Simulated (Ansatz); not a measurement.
**CH3BZn (SMILES C=[B][ZnH]): a relaxed scan of the bond length C1–H5**

The task here is to estimate one member of a computed series from the others.

Method: single points in def2-TZVPP; program: Ansatz 0.2.0, Gaussian basis.

Levels: PBE-D4, r2SCAN-D4, PBE0-D4, B3LYP-D4, wB97M-V, Hartree-Fock, MP2, CCSD, CCSD(T). The scan takes 0.935, 0.967, 1.014, 1.069, 1.130, 1.195, 1.265, 1.338, 1.414 Å.

Correlated methods freeze the cores. The 3s and 3p shells of Cu and Zn are frozen; filled d shells are correlated. B3LYP uses VWN-RPA correlation.

118 further runs of the same task are left out: 118 set aside as unsound or not needed.

### The starting structure

The minimum, relaxed at PBE0-D4: SMILES `C=[B][ZnH]`, 6 atoms, charge 0, spin multiplicity 1.

Atoms are counted from 1 here; the program's logs count them from 0.

Bond lengths: C1–B2 1.385 Å, C1–H4 1.088 Å, C1–H5 1.088 Å, B2–Zn3 2.029 Å, Zn3–H6 1.544 Å. Angles: B2–C1–H4 122.8°, B2–C1–H5 122.7°, H4–C1–H5 114.5°, C1–B2–Zn3 180.0°, B2–Zn3–H6 180.0°.

Geometry (Å):

```mol
CH3BZn
  3D, bonds by distance, orders not assigned

  6  5  0  0  0  0  0  0  0  0999 V2000
   -0.9736    0.0224   -1.0476 C   0  0
   -0.0306    0.0003   -0.0329 B   0  0
    1.3504   -0.0315    1.4531 Zn  0  0
   -1.3918   -0.8826   -1.4823 H   0  0
   -1.3562    0.9467   -1.4745 H   0  0
    2.4018   -0.0553    2.5843 H   0  0
  1  2  8  0
  1  4  8  0
  1  5  8  0
  2  3  8  0
  3  6  8  0
M  END
```

Energies of the minimum (eV), from earlier single points: PBE-D4 -50170.44783, r2SCAN-D4 -50178.76478, PBE0-D4 -50171.17857, B3LYP-D4 -50182.18687, wB97M-V -50176.72014, CCSD(T) -50145.36847.

At the minimum the bond length C1–H5 is 1.088 Å.

Set-up of the first run:

Input file relax/in.yaml:

```yaml
crystal:
  periodic: [false, false, false]
  atoms:
    - {symbol: C, position_ang: [-0.973595, 0.022432, -1.047581]}
    - {symbol: B, position_ang: [-0.030618, 0.000254, -0.032892]}
    - {symbol: Zn, position_ang: [1.350421, -0.031463, 1.453078]}
    - {symbol: H, position_ang: [-1.391752, -0.882595, -1.482343]}
    - {symbol: H, position_ang: [-1.302526, 0.816990, -1.414607]}
    - {symbol: H, position_ang: [2.401754, -0.055345, 2.584260]}
basis:
  gaussian: {orbitals: def2-TZVP}
hamiltonian: {xc: pbe0, dispersion: d4}
relax: {f_tol: 0.005, max_steps: 200, constraints: [{distance: [0, 4]}]}
```

Command:

```
$ ansatz run in.yaml --threads 2 --pin off --events-out ev --progress --plain --max-ram 4352MiB
```

Among the steps run: C1–H5 = 0.935 Å; C1–H5 = 0.967 Å; C1–H5 = 1.014 Å; C1–H5 = 1.069 Å; C1–H5 = 1.130 Å; C1–H5 = 1.195 Å; C1–H5 = 1.265 Å; C1–H5 = 1.338 Å; C1–H5 = 1.414 Å.

One of the session's tables, all rows but one given; the rest of the session is left out.

Energies less that of the minimum at the same level (eV):

| bond length (Å) | PBE-D4 | PBE0-D4 | B3LYP-D4 | wB97M-V | Hartree-Fock |
| --- | --- | --- | --- | --- | --- |
| 0.935 | 0.561 | 0.530 | 0.515 | 0.515 | 0.491 |
| 0.967 | ? | ? | ? | ? | ? |
| 1.014 | 0.120 | 0.103 | 0.098 | 0.098 | 0.081 |
| 1.069 | 0.010 | 0.006 | 0.005 | 0.004 | -0.001 |
| 1.088 (minimum) | 0.000 | 0.000 | 0.000 | 0.000 | 0.000 |
| 1.130 | 0.018 | 0.028 | 0.029 | 0.030 | 0.044 |
| 1.195 | 0.129 | 0.156 | 0.158 | 0.160 | 0.200 |
| 1.265 | 0.322 | 0.369 | 0.372 | 0.373 | 0.457 |
| 1.338 | 0.429 | 0.472 | 0.553 | 0.467 | 0.737 |
| 1.414 | 0.567 | 0.623 | 0.702 | 0.618 | 0.902 |

Estimate the missing values for bond length (Å) = 0.967.

Worked estimate for «PBE-D4». A straight line through the neighbours (0.935, 0.561) and (1.014, 0.120) gives 0.561 + (0.120 − 0.561) × (0.967 − 0.935) / (1.014 − 0.935) = 0.382; a parabola fitted to 3 rows on both sides gives 0.342.

**Answer.** PBE-D4: 0.334; PBE0-D4: 0.308; B3LYP-D4: 0.298; wB97M-V: 0.298; Hartree-Fock: 0.275. In «PBE-D4» the line misses by +0.048 and the parabola by +0.008.

Caveats from the session: A polynomial through the near points puts the CCSD(T) minimum 0.002 Å below the PBE0-D4 value.
